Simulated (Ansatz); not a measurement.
# CSTe: basis-set convergence

Aim: see how fast density functionals converge with the basis set for CSTe.

Computed with Ansatz 0.2.0, Gaussian basis. Level: one geometry, several basis sets.

Levels to be run: PBE0-D4/def2-SVP; ωB97M-V/def2-SVP; PBE0-D4/def2-QZVPP; ωB97M-V/def2-QZVPP; the functionals' def2-TZVPP values are taken from earlier runs.

1 further run of the same task is left out (for a known fault of the program).

## 1. Structure used throughout

All runs share one geometry, relaxed beforehand with PBE0-D4 in a triple-zeta def2 set. Te takes the def2 core potential; no spin-orbit term is included.

3 atoms, charge 0, spin multiplicity 1.

Atoms are counted from 1 here; the program's logs count them from 0.

Bond lengths: S1–C2 1.543 Å, C2–Te3 1.901 Å. Angles: S1–C2–Te3 180.0°.

Coordinates:

```tsv
atom	x (Å)	y (Å)	z (Å)
S1	1.2974	0.6781	0.7870
C2	0.0933	0.0488	0.0566
Te3	-1.3907	-0.7269	-0.8436
```

## 2. PBE0-D4 in def2-SVP

Contents of in.yaml:

```yaml
crystal:
  periodic: [false, false, false]
  atoms:
    - {symbol: S, position_ang: [1.297387, 0.678144, 0.787019]}
    - {symbol: C, position_ang: [0.093340, 0.048766, 0.056620]}
    - {symbol: Te, position_ang: [-1.390727, -0.726911, -0.843639]}
basis:
  gaussian: {orbitals: def2-SVP}
hamiltonian: {xc: pbe0, dispersion: d4}
output: {orbitals: {seedname: orbitals}}
```

Launch:

```sh
$ ansatz run in.yaml --threads 4 --pin off --events-out ev --progress --plain --max-ram 10444MiB
```

After this run come: ωB97M-V in def2-SVP; PBE0-D4 in def2-QZVPP; ωB97M-V in def2-QZVPP.

Before running them: what should the planned runs give, taken together? Wanted: PBE0-D4: double and triple zeta above quadruple; ωB97M-V: double and triple zeta above quadruple.

As calculated:

| quantity | value |
| --- | --- |
| PBE0-D4: double and triple zeta above quadruple | 5.67, 0.42 eV |
| ωB97M-V: double and triple zeta above quadruple | 5.66, 0.39 eV |

What this shows: For PBE0-D4 the step from double to triple zeta gains 5.25 eV and the next only 0.42 eV. Total energies overstate the basis error of differences, where much of it tends to cancel.
